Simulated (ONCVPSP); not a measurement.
# An ONCV potential for platinum, from input to tests

Aim: build the potential from the settings below, then test how well it stands in for the atom: other configurations, scattering, ghost states and the plane-wave cutoff that it needs.

Method: ONCVPSP 4.0.1, LDA (Perdew-Wang 92), fully relativistic.

## 1. The design

The settings as typed:

* element: platinum (Pt, Z = 78)
* type: optimised norm-conserving Vanderbilt (ONCV)
* frozen core: [Kr] 4d10 4f14
* valence charge: 18
* reference configuration: 5s2 5p6 5d9 6s1
* partial waves: 5s+6s: rc 1.85 bohr, ncon 4, nbas 7, qcut 7.3 1/bohr, 2 projectors; 5p: rc 1.30 bohr, ncon 3, nbas 6, qcut 7 1/bohr, 2 projectors, debl 1.5 Ha; 5d: rc 1.65 bohr, ncon 4, nbas 7, qcut 6.1 1/bohr, 2 projectors, debl 3.5 Ha
* local potential: polynomial inside 1.30 bohr (lpopt 5, dvloc0 2 Ha)
* core correction: Teter function, fcfact 6, rcfact 1.05

The outer shells as boxes (Hund's rule for the drawing; the calculation is spin-unpolarised):

```
[Kr] core
4d [↑↓][↑↓][↑↓][↑↓][↑↓]
4f [↑↓][↑↓][↑↓][↑↓][↑↓][↑↓][↑↓]
5s [↑↓]
5p [↑↓][↑↓][↑↓]
5d [↑↓][↑↓][↑↓][↑↓][↑ ]
6s [↑ ]
```

An earlier all-electron run gives the scale for the radii.

All-electron outer shells of the reference configuration (LDA (PZ), scalar-relativistic, ld1.x):

```csv
shell,level (eV),outermost node (bohr),outermost maximum (bohr)
5s,-102.20,0.49,0.87
4f,-70.51,–,0.38
5p,-56.29,0.53,0.98
5d,-6.38,0.57,1.26
6s,-5.97,1.14,2.38
6p,-0.96,1.36,3.55
```

## 2. Generating the potential

Input file Pt.dat:

```
# ATOM AND REFERENCE CONFIGURATION
# atsym  z   nc   nv     iexc    psfile
  Pt 78.00   10    4  -001012      upf
#
#   n    l    f
    1    0    2.00
    2    0    2.00
    2    1    6.00
    3    0    2.00
    3    1    6.00
    3    2   10.00
    4    0    2.00
    4    1    6.00
    4    2   10.00
    4    3   14.00
    5    0    2.00
    5    1    6.00
    5    2    9.00
    6    0    1.00
#
# PSEUDOPOTENTIAL AND OPTIMIZATION
# lmax
    2
#
#   l,   rc,      ep,       ncon, nbas, qcut
    0    1.85    0.00    4    7    7.30
    1    1.30    0.00    3    6    7.00
    2    1.65    0.00    4    7    6.10
#
# LOCAL POTENTIAL
# lloc, lpopt,  rc(5),   dvloc0
    4    5    1.30    2.00
#
# VANDERBILT-KLEINMAN-BYLANDER PROJECTORs
# l, nproj, debl
    0    2    1.00
    1    2    1.50
    2    2    3.50
#
# MODEL CORE CHARGE
# icmod, fcfact, rcfact
    3    6.00    1.05
#
# LOG DERIVATIVE ANALYSIS
# epsh1, epsh2, depsh
   -5.00    5.00    0.04
#
# OUTPUT GRID
# rlmax, drl
    6.00    0.01
#
# TEST CONFIGURATIONS
# ncnf
    4
# nvcnf
#   n    l    f
    4
    5    0    2.00
    5    1    6.00
    5    2    9.00
    6    0    0.00
#
    4
    5    0    2.00
    5    1    6.00
    5    2    8.00
    6    0    0.00
#
    4
    5    0    2.00
    5    1    6.00
    5    2    7.00
    6    0    0.00
#
    4
    5    0    2.00
    5    1    6.00
    5    2    8.00
    6    0    1.00
#
```

On the command line:

```console
$ oncvpspr.x < Pt.dat > Pt.out
```

What does the calculation give? Wanted: cutoffs for 1 and 0.1 mHa per electron, occupied waves; bound ghosts; GHOST(+) flags; largest test error; largest phase difference near zero energy, channels read; rms error of d²Exc/dn², without and with the model core; projector energies reset by the program.

As calculated:

| quantity | value |
| --- | --- |
| cutoffs for 1 and 0.1 mHa per electron, occupied waves | 27 Ha and 74 Ha |
| bound ghosts | none found |
| GHOST(+) flags | none at low energy |
| largest test error (AE − PS) | -2.2 meV, for 5s2 5p6 5d9 6s0 |
| largest phase difference near zero energy, channels read | 0.000 rad |
| rms error of d²Exc/dn², without and with the model core | 10.85 and 5.48 mHa |
| projector energies reset by the program | p: -1.918, 0.250 Ha |

The worst unpolarised test, 5s2 5p6 5d9 6s0, is off by 2.2 meV on 9.6 eV; by total energies transferability rates as very good. The potential is of middling hardness: the looser tolerance needs 27 Ha. The tighter tolerance needs 74 Ha, and converged work needs a cutoff nearer that. At the looser tolerance the 5p wave is the slowest; 5d needs 19 Ha. The program's ghost test flags no bound state. Near zero energy the phases of the channels with partial waves agree within 0.001 rad. Note that the frozen 4f shell (-71 eV) lies higher than the valence 5s shell (-102 eV).
